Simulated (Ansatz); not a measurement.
# RuRh2: the cost of one run

Program: Ansatz 0.2.0. Level of theory: DFT PBE, scalar-relativistic, plane waves, PAW. These are calculated values, not measurements.

### Step 1. The system as given

It takes space group P6/mmm (No. 191, hexagonal). Conventional cell: a = 3.384 Å, b = 3.384 Å, c = 3.653 Å, α = 90.00°, β = 90.00°, γ = 120.00°. Around Ru (site symmetry 6/mmm) lie 12 Rh at 2.67 Å. Rh (site symmetry -6m2) has 3 Rh at 1.95 Å as nearest neighbours.

As a file:

```cif
data_structure
_symmetry_space_group_name_H-M 'P6/mmm'
_symmetry_Int_Tables_number 191
_cell_length_a 3.3836
_cell_length_b 3.3836
_cell_length_c 3.6534
_cell_angle_alpha 90.000
_cell_angle_beta 90.000
_cell_angle_gamma 120.000
_cell_volume 36.22
loop_
_atom_site_label
_atom_site_type_symbol
_atom_site_symmetry_multiplicity
_atom_site_Wyckoff_symbol
_atom_site_fract_x
_atom_site_fract_y
_atom_site_fract_z
_atom_site_occupancy
Ru1 Ru 1 a 0.00000 0.00000 0.00000 1
Rh1 Rh 2 d 0.33333 0.66667 0.50000 1
```

This is candidate A: AlB2 type (P6/mmm, No. 191).

(A quick probe on a coarse mesh, which set the mesh and smearing, is not shown.)

### Step 3. Coarse relaxation (candidate A)

input.yaml reads:

```yaml
crystal:
  lattice:
    - [3.3836374253, 0.0, 0.0]
    - [-1.6918187127, 2.9303159675, 0.0]
    - [0.0, 0.0, 3.6534291137]
  atoms:
    - { symbol: Ru, position: [0.0, 0.0, 0.0] }
    - { symbol: Rh, position: [0.3333333333, 0.6666666667, 0.5] }
    - { symbol: Rh, position: [0.6666666667, 0.3333333333, 0.5] }
basis:
  ecutwfc: 420
kpoints:
  mp_grid: { grid: [6, 6, 6] }
hamiltonian:
  xc: pbe
scf:
  occupations: { method: gaussian, width: 0.1 }
  lower_state_search: "off"
output:
  forces: true
  stress: true
  eigenvalues: true
relax:
  adjacent_minimum: "off"
  f_tol: 0.04
  max_steps: 70
  cell: { stress_tol: 0.4 }
```

Launch:

```console
ansatz run input.yaml --threads 1 --pin off --max-ram 2560MiB --backend cpu --events-out ev --progress --plain --runs-dir out
```

What time and memory should one allow on 1 thread of Intel Xeon Platinum 8259CL at 2.50GHz (Skylake/Cascade Lake), shared host?

About 42 s, with a peak of 0.4 GiB.
